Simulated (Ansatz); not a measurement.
# AlBN: the cost of one run

Method: DFT PBE, scalar-relativistic, plane waves, PAW, in Ansatz 0.2.0.

## 1. The starting structure

Symmetry: P4mm, No. 99, tetragonal system. Conventional cell: a = 3.717 Å, b = 3.717 Å, c = 3.717 Å, α = 90.00°, β = 90.00°, γ = 90.00°. Al (site symmetry 4mm) has 1 B at 0.80 Å as nearest neighbours. B (site symmetry 4mm) has 1 Al at 0.80 Å as nearest neighbours. N (site symmetry 4mm) is surrounded by 4 Al at 2.63 Å.

As a file:

```
CELL_PARAMETERS angstrom
3.71748 0.00000 0.00000
0.00000 3.71748 0.00000
0.00000 0.00000 3.71692
ATOMIC_POSITIONS crystal
Al 0.50000 0.50000 0.22620
B 0.50000 0.50000 0.44141
N 0.00000 0.00000 0.18298
```

The cell is invented: random cell by space group and Wyckoff sites (P4mm, No. 99). Lengths come from tabulated atomic sizes and are only a guess.

## 2. A first look at the guess

input.yaml

```yaml
crystal:
  lattice:
    - [3.71748283, 0.0, 0.0]
    - [0.0, 3.71748283, 0.0]
    - [0.0, 0.0, 3.71691556]
  atoms:
    - { symbol: Al, position: [0.5, 0.5, 0.22619549] }
    - { symbol: B, position: [0.5, 0.5, 0.44140949] }
    - { symbol: "N", position: [0.0, 0.0, 0.1829796] }
basis:
  ecutwfc: 420
kpoints:
  mp_grid: { grid: [6, 6, 6] }
hamiltonian:
  xc: pbe
scf:
  occupations: { method: gaussian, width: 0.1 }
  lower_state_search: "off"
output:
  forces: true
  stress: true
  eigenvalues: true
```

Command:

```
$ ansatz run input.yaml --threads 1 --pin off --max-ram 2560MiB --backend cpu --events-out ev --progress --plain --runs-dir out
```

**Question.** How long does this run take on 1 thread of Arm Neoverse N1, shared host, and how much memory does it need?

About 15 s, with a peak of 0.35 GiB.
